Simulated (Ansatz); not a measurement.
What does this script print? It uses the Python package of Ansatz (0.2.0).

Contents of `sc3inc.extxyz`:
```text
5
Lattice="4.55062037 0.0 0.0 0.0 4.55062037 0.0 0.0 0.0 4.55062037" Properties=species:S:1:pos:R:3 pbc="T T T"
Sc    2.27531018    0.00000000    2.27531018
Sc    0.00000000    2.27531018    2.27531018
Sc    2.27531018    2.27531018    0.00000000
In    0.00000000    0.00000000    0.00000000
C     2.27531018    2.27531018    2.27531018
```

The script, `run_ecut.py`:
```python
"""Convergence of Sc3InC with the plane-wave cutoff."""

import ansatz as az
import pandas as pd

system = az.Crystal.from_extxyz("sc3inc.extxyz")

model = (
    system.calculation()
    .functional("PBEsol")
    .kpoints(length=22)
    .occupations("gaussian")
)

rows = []
for value in [250, 300, 350, 400]:
    data = model.basis(value).run(threads=1, pin="off").report
    rows.append((value, data["free_energy_ev"] / len(data["lattice"]["sites"]), data["n_iterations"], data["n_pw"]))

table = pd.DataFrame(rows, columns=["cutoff (eV)", "F/atom (eV)", "iterations", "plane waves"])
print(table.round(5).to_string(index=False))

# differences from the last row
for row in rows[:-1]:
    shift = 1000 * (row[1] - rows[-1][1])
    print(f"{row[0]}: {shift:+.2f} meV/atom" + ("  (within 5 meV)" if abs(shift) < 5 else ""))
```

```console
$ python run_ecut.py
DeckWarning: basis.ecutwfc = 250 eV is below the records' recommended 420 eV, and the density's cutoff is lower with it unless basis.ecutrho_ratio is high enough to keep the records' density cutoff: compare with a run at a higher cutoff
DeckWarning: basis.ecutwfc = 300 eV is below the records' recommended 420 eV, and the density's cutoff is lower with it unless basis.ecutrho_ratio is high enough to keep the records' density cutoff: compare with a run at a higher cutoff
DeckWarning: basis.ecutwfc = 350 eV is below the records' recommended 420 eV, and the density's cutoff is lower with it unless basis.ecutrho_ratio is high enough to keep the records' density cutoff: compare with a run at a higher cutoff
DeckWarning: basis.ecutwfc = 400 eV is below the records' recommended 420 eV, and the density's cutoff is lower with it unless basis.ecutrho_ratio is high enough to keep the records' density cutoff: compare with a run at a higher cutoff
 cutoff (eV)  F/atom (eV)  iterations  plane waves
         250  -2421.47282           8          847
         300  -2421.90702           7         1141
         350  -2421.95845           7         1365
         400  -2421.96422           7         1743
250: +491.39 meV/atom
300: +57.19 meV/atom
350: +5.76 meV/atom
```
(Warnings from the package without file and line.)

Reading the output:
- The mesh is modest for a metal, so energies can be off by several to tens of meV an atom and pressures by half a GPa or more; differences at equal mesh fare better.
- The structure comes from a database of computed cells and needn't be a stable or known phase.
- Shifts are counted from the last row, which is itself no proven limit.
- The whole script took 5.7 s on 1 thread of Intel(R) Xeon(R) Processor @ 2.30GHz, with other jobs on the host, peak memory 0.58 GiB.
